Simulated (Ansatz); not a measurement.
# B₂H₄OS: from a rough start to a minimum

The task is to find a stationary geometry of B₂H₄OS, then compute its harmonic vibrations to see whether it is a minimum and to get the zero-point energy and entropy.

Program: Ansatz 0.2.0, Gaussian basis. Level of theory: RKS PBE0-D4/def2-TZVP. These are calculated values, not measurements.

Levels to be run: relaxation at PBE-D4/def2-SVP; relaxation at PBE0-D4/def2-TZVP; harmonic vibrations at the same level.

1 further run of the same task is left out (set aside as unsound or not needed).

### 1 Starting geometry

SMILES `BB(O)S`, 8 atoms, charge 0, spin multiplicity 1.

Atoms are counted from 1 here; the program's logs count them from 0.

Bond lengths: B1–B2 1.623 Å, B1–H5 1.242 Å, B1–H6 1.175 Å, B2–O3 1.437 Å, B2–S4 1.839 Å, O3–H7 1.040 Å, S4–H8 1.437 Å. Angles: B2–B1–H5 118.6°, B2–B1–H6 124.7°, H5–B1–H6 116.5°, B1–B2–O3 119.2°, B1–B2–S4 121.3°, O3–B2–S4 119.5°, B2–O3–H7 105.3°, B2–S4–H8 90.7°.

Coordinates:

```mol
B2H4OS
  3D, bonds by distance, orders not assigned

  8  7  0  0  0  0  0  0  0  0999 V2000
    0.2865    1.2531    0.0726 B   0  0
    0.0367   -0.3498    0.0133 B   0  0
    0.5704   -1.1807    1.0577 O   0  0
   -0.8542   -1.1268   -1.3959 S   0  0
   -0.2215    1.9669   -0.8083 H   0  0
    0.8409    1.8113    0.9448 H   0  0
    1.5353   -1.4190    0.7524 H   0  0
   -2.1020   -1.0120   -0.6925 H   0  0
  1  2  8  0
  2  3  8  0
  2  4  8  0
  1  5  8  0
  1  6  8  0
  3  7  8  0
  4  8  8  0
M  END
```

The start is a force-field geometry with small random shifts, so a cheaper pass at PBE-D4/def2-SVP comes first.

### 2 Optimising with PBE-D4/def2-SVP (cheap first pass)

in.yaml

```yaml
crystal:
  periodic: [false, false, false]
  atoms:
    - {symbol: B, position_ang: [0.286500, 1.253100, 0.072600]}
    - {symbol: B, position_ang: [0.036700, -0.349800, 0.013300]}
    - {symbol: O, position_ang: [0.570400, -1.180700, 1.057700]}
    - {symbol: S, position_ang: [-0.854200, -1.126800, -1.395900]}
    - {symbol: H, position_ang: [-0.221500, 1.966900, -0.808300]}
    - {symbol: H, position_ang: [0.840900, 1.811300, 0.944800]}
    - {symbol: H, position_ang: [1.535300, -1.419000, 0.752400]}
    - {symbol: H, position_ang: [-2.102000, -1.012000, -0.692500]}
basis:
  gaussian: {orbitals: def2-SVP}
hamiltonian: {xc: pbe, dispersion: d4}
relax: {f_tol: 0.03, max_steps: 200}
```

Command:

```
> ansatz run in.yaml --threads 2 --pin off --events-out ev --progress --plain --max-ram 4352MiB
```

Output, shortened:

```text
Functional definition: PBE
  name "PBE"
  cite "Perdew, Burke & Ernzerhof, Phys. Rev. Lett. 77, 3865 (1996) doi:10.1103/PhysRevLett.77.3865"
  parent pbe
[...]
888 factors; their error is unknown
[...]
mean field -14283.83615749 eV, -524.9212968559 hartree, gradient 4.0e-5 eV, S^2 0.000000; 1 other end points of the search recorded, 0 dependent functions left out
[...]
reference -14283.83618961 eV, -524.9212980362 hartree; 19, 19 occupied and 61, 61 virtual orbitals, 888 factors
relax step   1: F+E_penalty+E_count = -14283.97978649 eV  Δ(F+E_penalty+E_count) = +0.000e0 eV  max|allowed force component| = 2.842e0 eV/Å  Δτ_max = 0.0000 Å  (45 SCF iters, accepted)
[...]
relax step   6: F+E_penalty+E_count = -14285.66071298 eV  Δ(F+E_penalty+E_count) = -3.130e-1 eV  max|allowed force component| = 4.931e-1 eV/Å  Δτ_max = 0.2000 Å  (35 SCF iters, accepted)
[...]
relax step  11: F+E_penalty+E_count = -14285.87068372 eV  Δ(F+E_penalty+E_count) = -9.746e-3 eV  max|allowed force component| = 4.618e-1 eV/Å  Δτ_max = 0.1312 Å  (28 SCF iters, accepted)
[...]
relax step  16: F+E_penalty+E_count = -14285.92770590 eV  Δ(F+E_penalty+E_count) = -3.036e-3 eV  max|allowed force component| = 5.048e-2 eV/Å  Δτ_max = 0.0725 Å  (29 SCF iters, accepted)
[...]
relax step  19: F+E_penalty+E_count = -14285.92965302 eV  Δ(F+E_penalty+E_count) = -4.950e-4 eV  max|allowed force component| = 4.278e-2 eV/Å  Δτ_max = 0.0265 Å  (29 SCF iters, accepted)
[...]
relax step  20: F+E_penalty+E_count = -14285.92992642 eV  Δ(F+E_penalty+E_count) = -2.734e-4 eV  max|allowed force component| = 1.321e-2 eV/Å  Δτ_max = 0.0201 Å  (28 SCF iters, accepted)
888 factors; their error is unknown
mean field -14285.78390506 eV, -524.9928752589 hartree, gradient 1.0e-5 eV, S^2 0.000000; 1 other end points of the search recorded, 0 dependent functions left out
[...]
reference -14285.78393578 eV, -524.9928763879 hartree; 19, 19 occupied and 61, 61 virtual orbitals, 888 factors
Total energy: -14285.92995714 eV, -524.9982425738 hartree
Atom 0 at     0.115496     1.081477     0.044510 Å, force     0.002660     0.001686     0.005890 eV/Å
Atom 1 at     0.223631    -0.587038     0.062744 Å, force     0.005449    -0.005717     0.000169 eV/Å
Atom 2 at     1.095914    -1.533938     0.513982 Å, force    -0.001598     0.001823     0.003692 eV/Å
Atom 3 at    -1.431586    -1.214157    -0.470634 Å, force    -0.003406    -0.002510     0.000661 eV/Å
Atom 4 at     0.052275     1.706372    -1.000973 Å, force    -0.002237     0.010684    -0.013206 eV/Å
Atom 5 at    -0.077015     1.718567     1.067177 Å, force    -0.003394    -0.003096     0.002644 eV/Å
Atom 6 at     1.906929    -1.138980     0.879911 Å, force    -0.002475    -0.003099    -0.002902 eV/Å
Atom 7 at    -1.793545    -0.089303    -1.152616 Å, force     0.005000     0.000228     0.003052 eV/Å
Dipole moment:     0.292050     0.174481     0.043506 e Å
```

Run time: 23 s. Hardware: 2 threads of Arm Neoverse V2, shared host.

Relaxation path: (the energy doesn't fall at every step)

```csv
step,energy from step 1 (eV),largest force component (eV/Å)
1,0.0000,2.8417
2,-0.3620,1.5479
3,-0.6422,1.2255
4,-0.9214,1.8121
5,-1.3679,1.2313
6,-1.6809,0.4931
7,-1.8166,0.3691
8,-1.8416,0.2994
9,-1.8669,0.1513
10,-1.8812,0.3630
11,-1.8909,0.4618
12,-1.8913,0.6915
13,-1.9379,0.1886
14,-1.9359,0.1973
15,-1.9449,0.0645
16,-1.9479,0.0505
17,-1.9490,0.1086
18,-1.9494,0.0796
19,-1.9499,0.0428
20,-1.9501,0.0132
```

Distances of close pairs at the start and the end, largest changes first:

```csv
bond,before (Å),after (Å),change (Å)
B2–O3,1.437,1.364,-0.073
S4–H8,1.437,1.364,-0.073
O3–H7,1.040,0.973,-0.066
B1–B2,1.623,1.672,+0.049
B1–H6,1.175,1.220,+0.046
B1–H5,1.242,1.220,-0.023
B2–S4,1.839,1.849,+0.009
```

### 3 Relaxation at PBE0-D4/def2-TZVP

in.yaml

```yaml
crystal:
  periodic: [false, false, false]
  atoms:
    - {symbol: B, position_ang: [0.115496, 1.081477, 0.044510]}
    - {symbol: B, position_ang: [0.223631, -0.587038, 0.062744]}
    - {symbol: O, position_ang: [1.095914, -1.533938, 0.513982]}
    - {symbol: S, position_ang: [-1.431586, -1.214157, -0.470634]}
    - {symbol: H, position_ang: [0.052275, 1.706372, -1.000973]}
    - {symbol: H, position_ang: [-0.077015, 1.718567, 1.067177]}
    - {symbol: H, position_ang: [1.906929, -1.138980, 0.879911]}
    - {symbol: H, position_ang: [-1.793545, -0.089303, -1.152616]}
basis:
  gaussian: {orbitals: def2-TZVP}
hamiltonian: {xc: pbe0, dispersion: d4}
relax: {f_tol: 0.005, max_steps: 150}
```

Launched as before.

Output, shortened:

```text
Functional definition: PBE0
  name "PBE0"
  cite "Adamo & Barone, J. Chem. Phys. 110, 6158 (1999) doi:10.1063/1.478522"
  cite "Perdew, Burke & Ernzerhof, Phys. Rev. Lett. 77, 3865 (1996) doi:10.1103/PhysRevLett.77.3865"
  parent pbe
[...]
936 factors; their error is unknown
[...]
mean field -14294.77486517 eV, -525.3232869485 hartree, gradient 6.1e-5 eV, S^2 0.000000; 0 other end points of the search recorded, 0 dependent functions left out
[...]
reference -14294.77489583 eV, -525.3232880752 hartree; 19, 19 occupied and 135, 135 virtual orbitals, 936 factors
relax step   1: F+E_penalty+E_count = -14294.89747399 eV  Δ(F+E_penalty+E_count) = +0.000e0 eV  max|allowed force component| = 7.025e-1 eV/Å  Δτ_max = 0.0000 Å  (27 SCF iters, accepted)
[...]
reference -14294.82404322 eV, -525.3250942085 hartree; 19, 19 occupied and 135, 135 virtual orbitals, 936 factors
Total energy: -14294.94595103 eV, -525.3295742380 hartree
Atom 0 at     0.152227     1.097220     0.044777 Å, force    -0.000798     0.001157     0.000971 eV/Å
Atom 1 at     0.152805    -0.575111     0.058374 Å, force    -0.000466    -0.002605    -0.001238 eV/Å
Atom 2 at     1.086670    -1.474026     0.467137 Å, force    -0.001355     0.002443    -0.000038 eV/Å
Atom 3 at    -1.381985    -1.317300    -0.594777 Å, force    -0.000169     0.002187    -0.000226 eV/Å
Atom 4 at     0.503998     1.717867    -0.918365 Å, force    -0.000230    -0.000127     0.000868 eV/Å
Atom 5 at    -0.296878     1.732675     0.956486 Å, force     0.000901    -0.000531    -0.001602 eV/Å
Atom 6 at     1.888215    -1.073897     0.808709 Å, force     0.001282    -0.000852     0.000560 eV/Å
Atom 7 at    -2.012954    -0.164429    -0.878241 Å, force     0.000835    -0.001674     0.000704 eV/Å
Dipole moment:     0.264211     0.312335     0.110652 e Å
```

It took 46 s on 2 threads of Arm Neoverse V2, shared host; peak memory 0.29 GiB.

Relaxation path:

```csv
step,energy from step 1 (eV),largest force component (eV/Å)
1,0.0000,0.7025
2,-0.0278,0.2919
3,-0.0357,0.2631
4,-0.0404,0.1563
5,-0.0452,0.0656
6,-0.0466,0.1131
7,-0.0473,0.0609
8,-0.0479,0.0068
9,-0.0481,0.0200
10,-0.0481,0.0456
11,-0.0483,0.0173
12,-0.0484,0.0259
13,-0.0484,0.0198
14,-0.0484,0.0122
15,-0.0484,0.0034
16,-0.0484,0.0067
17,-0.0484,0.0026
```

The force was under the threshold of 0.005 eV/Å already at step 15, but the program went on to step 17.

Close pairs (by a distance rule), those that changed most:

| bond | before (Å) | after (Å) | change (Å) |
| --- | --- | --- | --- |
| B2–S4 | 1.849 | 1.826 | -0.023 |
| B1–H6 | 1.220 | 1.199 | -0.022 |
| B1–H5 | 1.220 | 1.199 | -0.021 |
| S4–H8 | 1.364 | 1.344 | -0.020 |
| O3–H7 | 0.973 | 0.959 | -0.015 |
| B2–O3 | 1.364 | 1.359 | -0.005 |
| B1–B2 | 1.672 | 1.672 | +0.000 |

Mulliken charges at the end point, from the run's report:

| atom | value (e) |
| --- | --- |
| B1 | -0.23 |
| B2 | 0.26 |
| O3 | -0.38 |
| S4 | -0.23 |
| H5 | 0.04 |
| H6 | 0.04 |
| H7 | 0.33 |
| H8 | 0.16 |

### 4 Force constants and modes

in.yaml

```yaml
crystal:
  periodic: [false, false, false]
  atoms:
    - {symbol: B, position_ang: [0.152227, 1.097220, 0.044777]}
    - {symbol: B, position_ang: [0.152805, -0.575111, 0.058374]}
    - {symbol: O, position_ang: [1.086670, -1.474026, 0.467137]}
    - {symbol: S, position_ang: [-1.381985, -1.317300, -0.594777]}
    - {symbol: H, position_ang: [0.503998, 1.717867, -0.918365]}
    - {symbol: H, position_ang: [-0.296878, 1.732675, 0.956486]}
    - {symbol: H, position_ang: [1.888215, -1.073897, 0.808709]}
    - {symbol: H, position_ang: [-2.012954, -0.164429, -0.878241]}
basis:
  gaussian: {orbitals: def2-TZVP}
hamiltonian: {xc: pbe0, dispersion: d4}
phonons: {temperatures: {t_min: 298.15, t_max: 900, t_step: 200}}
```

Same command.

Output, shortened:

```text
Functional definition: PBE0
  name "PBE0"
  cite "Adamo & Barone, J. Chem. Phys. 110, 6158 (1999) doi:10.1063/1.478522"
  cite "Perdew, Burke & Ernzerhof, Phys. Rev. Lett. 77, 3865 (1996) doi:10.1103/PhysRevLett.77.3865"
  parent pbe
[...]
936 factors; their error is unknown
[...]
mean field -14294.82401362 eV, -525.3250931208 hartree, gradient 1.8e-5 eV, S^2 0.000000; 0 other end points of the search recorded, 0 dependent functions left out
[...]
reference -14294.82404371 eV, -525.3250942267 hartree; 19, 19 occupied and 135, 135 virtual orbitals, 936 factors
[...]
936 factors; their error is unknown
mean field -14294.82396622 eV, -525.3250913791 hartree, gradient 2.3e-6 eV, S^2 0.000000; 0 other end points of the search recorded, 0 dependent functions left out
[...]
reference -14294.82399632 eV, -525.3250924849 hartree; 19, 19 occupied and 135, 135 virtual orbitals, 936 factors
[...]
Atom 0 at     0.152227     1.097220     0.044777 Å, force    -0.000849     0.000972     0.000923 eV/Å
Atom 1 at     0.152805    -0.575111     0.058374 Å, force    -0.000425    -0.002603    -0.001197 eV/Å
Atom 2 at     1.086670    -1.474026     0.467137 Å, force    -0.001338     0.002433    -0.000042 eV/Å
Atom 3 at    -1.381985    -1.317300    -0.594777 Å, force    -0.000126     0.002237    -0.000215 eV/Å
Atom 4 at     0.503998     1.717867    -0.918365 Å, force    -0.000210    -0.000064     0.000916 eV/Å
Atom 5 at    -0.296878     1.732675     0.956486 Å, force     0.000941    -0.000468    -0.001612 eV/Å
Atom 6 at     1.888215    -1.073897     0.808709 Å, force     0.001240    -0.000819     0.000546 eV/Å
Atom 7 at    -2.012954    -0.164429    -0.878241 Å, force     0.000767    -0.001688     0.000682 eV/Å
Dipole moment:     0.264210     0.312335     0.110650 e Å
Vibrations: 82.46 141.64 325.56 325.83 387.16 534.88 604.27 755.63 807.47 887.23 946.97 1120.60 1188.63 1368.87 2573.54 2645.06 2694.90 3900.82 cm⁻¹, zero-point energy 1.319905 eV
```

Run time: 87 s. Hardware: 2 threads of Arm Neoverse V2, shared host; peak memory 0.3 GiB.

Motions are named by where the mode's potential energy lies. Wavenumbers, unscaled:

```csv
mode,cm⁻¹,motion
1,82,torsion
2,142,bend
3,326,torsion
4,326,bend
5,387,torsion
6,535,torsion
7,604,B–S and B–B stretch
8,756,bend with torsion
9,807,bend with B–B stretch
10,887,bend
11,947,torsion with out-of-plane bend
12,1121,bend
13,1189,bend
14,1369,B–O stretch
15,2574,B–H stretch
16,2645,B–H stretch
17,2695,S–H stretch
18,3901,O–H stretch
```

Ideal gas, rigid rotor and harmonic oscillator at 298.15 K and 1 bar, with symmetry number 1:

```csv
term,value
zero-point energy,30.4 kcal/mol
H(298) − E,34.8 kcal/mol
"entropy, translation",162.5 J/(mol K)
"entropy, rotation",106.4 J/(mol K)
"entropy, vibration",50.4 J/(mol K)
"entropy, total",319.2 J/(mol K)
```

### 5 What came out

```
                  quantity            value
               point group               Cs
                     steps          20 + 17
shift from the start (rms)          0.764 Å
              total energy   -14294.9460 eV
           dispersion term         -122 meV
             dipole moment           2.04 D
lowest, highest wavenumber    82, 3901 cm⁻¹
         zero-point energy    30.4 kcal/mol
       entropy at 298.15 K  319.2 J/(mol K)
```

What this shows: The relaxed geometry lies 0.76 Å (rms) from the start; the bond that changed most is S4–H8, from 1.437 to 1.344 Å. All wavenumbers are real, so the end point is a minimum. The stiffest mode, 3901 cm⁻¹, is an O–H stretch, and 2 modes under 200 cm⁻¹ make the vibrational entropy uncertain. Harmonic hybrid wavenumbers usually lie a few per cent above measured fundamentals. The largest Mulliken charge, -0.38 e, sits on O3.
